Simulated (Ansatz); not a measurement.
**Ge3Pd under changes of volume**

One of the cells (17.766 Å³/atom); the others are scaled copies at fixed shape and fractional positions:

```
Pd Ge
1.0
     4.14202    0.00000    0.00000
     0.00000    4.14202    0.00000
     0.00000    0.00000    4.14202
Pd Ge
1 3
Direct
  0.00000 0.00000 0.00000
  0.50000 0.50000 0.00000
  0.50000 0.00000 0.50000
  0.00000 0.50000 0.50000
```

The cell comes from a database or a generator and needn't be the stable form of this composition.

```yaml
Program: Ansatz 0.2.0
Functional: PBE
Potentials_or_basis: Ansatz PAW
Cutoff: "420 eV (not typed: the program's choice for these potentials)"
k_mesh: 7 × 7 × 7
Occupations: fermi-dirac, width 0.05 eV
Spin: no spin polarisation
```

```csv
volume (Å³/atom),energy over the lowest point (meV/atom),pressure (GPa)
16.700,?,?
17.055,7.52,3.8
17.410,1.61,1.7
17.766,0.00,-0.1
18.121,2.19,-1.7
18.476,7.76,-3.1
18.831,16.31,-4.4
```

What does the run at 16.700 Å³/atom give?

Energy over the lowest point 18.30 meV/atom; pressure 6.1 GPa.

Worked out: A Birch-Murnaghan fit of order 3 (a polynomial in V^(-2/3)) to the other rows has its minimum at 17.73 Å³/atom with B0 = V·E''(V) = 87 GPa and B' = 5.0. It gives 18.27 meV/atom at 16.700 Å³/atom, against the run's 18.30, and -dE/dV = 6.0 GPa, against 6.1.

Energies are extrapolated to zero smearing.
